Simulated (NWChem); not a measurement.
# GaBr (SMILES [Ga][Br]) at 3 levels

We compute a comparison of 3 runs (HF/STO-3G, HF/3-21G, B3LYP/6-31G*) of GaBr. 

Program for the calculation: NWChem 7.3.0.

2 further runs of the same task are left out: 2 that didn't finish.

## Step 1: The structure to begin with

GaBr has 2 atoms, charge 0, and is taken as a singlet. SMILES: `[Ga][Br]`. The shape is that of a PBE0-D4/def2-TZVP optimisation.

Bond lengths: Ga1–Br2 2.374 Å.

## Step 2: Energy and forces at HF/STO-3G (run 1)

Input file run.py:

```python
from ase import Atoms
from ase.calculators.nwchem import NWChem

atoms = Atoms('GaBr', positions=[
    [-0.000000, -0.000000, 0.013830],
    [0.000000, 0.000000, 2.388120],
])

calc = NWChem(
    label='a',
    theory='scf',
    memory='2200 mb',
    basis='STO-3G',
    basispar='spherical bse',
    scf={'nopen': '0', 'rhf': None, 'thresh': '1e-08', 'maxiter': '80'},
)
atoms.calc = calc

forces = atoms.get_forces()
print("Total energy (eV):", round(atoms.get_potential_energy(), 6))
print("forces (eV/A):")
for s, f in zip(atoms.symbols, forces):
    print(f"{s:2s} {f[0]:10.5f} {f[1]:10.5f} {f[2]:10.5f}")
print("dipole (e A):", atoms.get_dipole_moment().round(4))
```

The run is started by

```bash
$ export ASE_NWCHEM_COMMAND="nwchem PREFIX.nwi > PREFIX.nwo"
$ python run.py
```

Output:

```text
Total energy (eV): -120969.488906
forces (eV/A):
Ga   -0.00000   -0.00000    2.73761
Br    0.00000    0.00000   -2.73761
dipole (e A): [ 0.     -0.     -0.3102]
```

The calculator wrote a.nwi:

```
title "a"

permanent_dir a

scratch_dir a

start a

geometry units angstrom nocenter noautosym noautoz
  Ga -0.0000000000000000e+00 -0.0000000000000000e+00 1.3830000000000000e-02
  Br 0.0000000000000000e+00 0.0000000000000000e+00 2.3881199999999998e+00
end

memory 2200 mb

basis spherical bse noprint
   * library STO-3G
end

scf
  nopen 0
  rhf
  thresh 1e-08
  maxiter 80
end

task scf gradient
```

a.nwo:

```text
Northwest Computational Chemistry Package (NWChem) 7.3.0
             --------------------------------------------------------

           Job information
           ---------------

    nwchem branch   = 7.3.0
    use scalapack   = T
    input           = a.nwi
    prefix          = a.
    data base       = a/a.db
    status          = startup
    nproc           =        1

           Memory information
           ------------------

[... 5 lines left out ...]
    hardfail = no
[... 92 lines left out ...]
 1-e energy   =   -6723.412281
[... 9 lines left out ...]
 Convergence threshold     :          1.000E-08
[... 18 lines left out ...]
       Final RHF  results
[... 4 lines left out ...]
      Two-electron energy =   2029.719005577449
[... 45 lines left out ...]
                       ROHF Final Molecular Orbital Analysis
[... 139 lines left out ...]
                 ----------------------------------------
                 |  Time  |  1-e(secs)   |  2-e(secs)   |
                 ----------------------------------------
                 |  CPU   |       0.00   |       1.43   |
                 ----------------------------------------
                 |  WALL  |       0.00   |       1.43   |
                 ----------------------------------------

 Task  times  cpu:       11.3s     wall:       11.3s
 Total times  cpu:       11.4s     wall:       11.4s
```

It took 13 s on 1 thread of Intel Xeon Platinum 8259CL at 2.50GHz (Skylake/Cascade Lake), shared host; peak memory 0.1 GiB.

## Step 3: Energy and gradient at HF/3-21G (run 2)

Input file input.nw:

```
start input
title "BrGa gradient"
memory total 2200 mb

geometry units angstroms noautosym nocenter noautoz
  Ga     0.000000     0.000000     0.013830
  Br     0.000000     0.000000     2.388120
end

basis spherical bse
  Ga library 3-21G
  Br library 3-21G
end

scf
  thresh 1e-08
  maxiter 80
  print medium
end

task scf gradient
```

The run is started by

```bash
$ nwchem input.nw > input.out
```

Output:

```text
[...]
  functions       =    44
[...]
  wavefunction    = RHF
[...]
         Total SCF energy =  -4473.941070487159
      One-electron energy =  -6730.094365324473
      Two-electron energy =   2014.330554074951
 Nuclear repulsion energy =    241.822740762364
        Time for solution =      4.5s
[...]
                         RHF ENERGY GRADIENTS
    atom               coordinates                        gradient
                 x          y          z           x          y          z
   1 Ga      0.000000   0.000000   0.026135   -0.000000  -0.000000   0.014490
   2 Br      0.000000   0.000000   4.512892    0.000000   0.000000  -0.014490
[...]
```

It took 8.1 s on 1 thread of Intel Xeon Platinum 8259CL at 2.50GHz (Skylake/Cascade Lake), shared host; peak memory 0.1 GiB.

## Step 4: Energy and gradient at B3LYP/6-31G(d) (Cartesian functions) (run 3)

Input file job.nw:

```
start job
title "BrGa gradient"
memory 2200 mb
geometry noautosym nocenter noautoz
  Ga    0.000000    0.000000    0.013830
  Br    0.000000    0.000000    2.388120
end
basis cartesian
  Ga library 6-31G*
  Br library 6-31G*
end
dft
  xc b3lyp
  grid xfine
  convergence energy 1e-08
  maxiter 100
  mulliken
  noprint "final vectors analysis"
end
task dft gradient
```

The run is started by

```bash
$ nwchem job.nw > job.out
```

Output:

```text
[...]
          Wavefunction type:  closed shell.
          No. of atoms     :     2
          No. of electrons :    66
[...]
          Charge           :     0
          Spin multiplicity:     1
[...]
          AO basis - number of functions:    70
[...]
              XC Information
              --------------
                         B3LYP Method XC Potential
                     Hartree-Fock (Exact) Exchange  0.200
                        Slater Exchange Functional  0.800 local
                    Becke 1988 Exchange Functional  0.720 non-local
              Lee-Yang-Parr Correlation Functional  0.810
                  VWN I RPA Correlation Functional  0.190 local
[...]
 d= 0,ls=0.0,diis     1  -4498.5402711066 -4.74D+03  2.10D-02  1.93D+00     4.9
[...]
 d= 0,ls=0.0,diis    10  -4498.5875130298 -6.72D-09  5.65D-07  2.05D-09    30.6
         Total DFT energy =    -4498.587513029828
      One electron energy =    -6748.001992558926
           Coulomb energy =     2173.951716238751
    Exchange-Corr. energy =     -166.359977472017
 Nuclear repulsion energy =      241.822740762364
[...]
  wavefunction    = closed shell
                         DFT ENERGY GRADIENTS
    atom               coordinates                        gradient
                 x          y          z           x          y          z
   1 Ga      0.000000   0.000000   0.026135    0.000000  -0.000000   0.007665
   2 Br      0.000000   0.000000   4.512892   -0.000000   0.000000  -0.007665
[...]
```

Wall time 49 s (1 thread of Intel Xeon Platinum 8259CL at 2.50GHz (Skylake/Cascade Lake), shared host); peak memory 0.12 GiB.

## Step 5: Overview of the runs

```csv
run,level,Cartesian functions,iteration cap,energy (Eh),dipole moment (D),HOMO energy (eV),LUMO energy (eV),wall time
1,HF/STO-3G,no,80,-4445.546757,1.49,-6.73,4.49,13 s
2,HF/3-21G,no,80,-4473.941070,2.85,-8.97,0.74,8.1 s
3,B3LYP/6-31G* (Cartesian functions),yes,100,-4498.587513,2.44,–,–,49 s
```

## Step 6: Summary of results

| quantity | value |
| --- | --- |
| run 3: total energy | -4498.58751 Eh |
| run 3: dipole moment | 2.44 D |
| run 3: largest force on an atom | 0.394 eV/Å |

What this shows: The dipole moment (its size) runs from 1.49 D (HF/STO-3G) to 2.85 D (HF/3-21G). In run 1 the basis is minimal, so the values are rough. All runs together took 71 s, the longest 49 s.
